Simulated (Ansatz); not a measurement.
A nudged elastic band was laid between two geometries of a periodic cell of 13 atoms, Sr4LiCl8 (host SrCl2, host structure Fm-3m, interstitial Li), cell charge +1.

These are results of DFT PBE, scalar-relativistic, plane waves, PAW in Ansatz, not measurements. Settings: cutoff 420 eV, k mesh 2x2x2, fermi-dirac smearing 0.02 eV, no spin polarisation.

```
movable images  : 5
climbing image  : yes
spring          : 5.0 eV/Å²
optimiser       : lbfgs
start path      : IDPP
force threshold : 0.05 eV/Å
iteration limit : 80
end points      : relaxed
```

Initial state:

```xyz
13
Lattice="6.9650 0.0000 0.0000 0.0000 6.9650 0.0000 0.0000 0.0000 6.9650" Properties=species:S:1:pos:R:3
Sr -0.004 -0.069 0.005
Cl 2.022 1.388 1.461
Cl 5.349 5.029 5.100
Sr 3.478 3.414 0.005
Cl 4.927 5.448 1.453
Cl 1.612 1.801 5.106
Sr 3.478 -0.069 3.488
Cl 4.931 1.384 5.517
Cl 1.609 5.031 1.875
Sr -0.003 3.410 3.486
Cl 2.030 5.449 5.522
Cl 5.342 1.801 1.871
Li 3.478 6.895 0.006
```

Final state:

```xyz
13
Lattice="6.9650 0.0000 0.0000 0.0000 6.9650 0.0000 0.0000 0.0000 6.9650" Properties=species:S:1:pos:R:3
Sr -0.067 0.000 -0.001
Cl 1.540 1.876 1.875
Cl 4.885 5.498 5.497
Sr 3.418 3.484 -0.001
Cl 5.288 5.094 1.856
Cl 1.970 1.448 5.520
Sr 3.418 0.000 3.483
Cl 5.288 1.857 5.093
Cl 1.970 5.520 1.448
Sr -0.072 3.492 3.491
Cl 1.561 5.096 5.095
Cl 4.861 1.447 1.446
Li 3.414 6.967 0.001
```

Question: Which bonds break or form, and what moves?

Answer: The atom that moves furthest is Cl2, by 0.80 Å; four of its nearest neighbours are Li13 2.52, Sr1 2.89, Sr7 2.89, Sr4 2.89 Å at the first end and Sr10 2.80, Sr1 3.10, Sr4 3.10, Sr7 3.10 Å at the last.

Question: Give the energies along the band, and the barrier.

Answer: The run converged. The highest image is number 3 of 0 to 6, 0.175 eV above the ends, which have the same energy within 2 meV. By the program's own check the climbing image is a first-order saddle point (lowest curvatures found: -0.29 and 0.40 eV/Å²). Limits of this set-up: a small cell, in which the defect meets its images, a typed lattice constant that wasn't relaxed here, charged cell in a uniform background, uncorrected.

```csv
image,path coordinate (Å),energy (eV),Cl2–Li13 (Å),Cl3–Sr10 (Å),Cl5–Li13 (Å)
0,0.00,0.000,2.52,2.80,2.51
1,0.59,0.028,2.37,2.81,2.39
2,1.18,0.110,2.45,2.92,2.45
3,1.78,0.175,2.57,3.03,2.57
4,2.38,0.107,2.59,3.10,3.10
5,2.98,0.030,2.83,3.13,3.49
6,3.58,0.000,3.25,3.48,3.23
```

Question: What is the geometry of the highest image?

Answer: 
```xyz
13
Lattice="6.9650 0.0000 0.0000 0.0000 6.9650 0.0000 0.0000 0.0000 6.9650" Properties=species:S:1:pos:R:3
Sr -0.034 -0.035 -0.094
Cl 1.783 1.633 1.644
Cl 5.193 5.183 5.193
Sr 3.448 3.450 -0.094
Cl 5.114 5.268 1.641
Cl 1.703 1.708 5.196
Sr 3.448 -0.035 3.656
Cl 5.191 1.708 5.197
Cl 1.786 5.270 1.639
Sr -0.035 3.446 3.414
Cl 1.702 5.183 5.191
Cl 5.112 1.631 1.644
Li 3.451 6.936 0.623
```

The run took 5.5 min on 2 threads of AMD EPYC 9R14 (Zen 4), with other jobs on the host, peak memory 1.2 GiB.
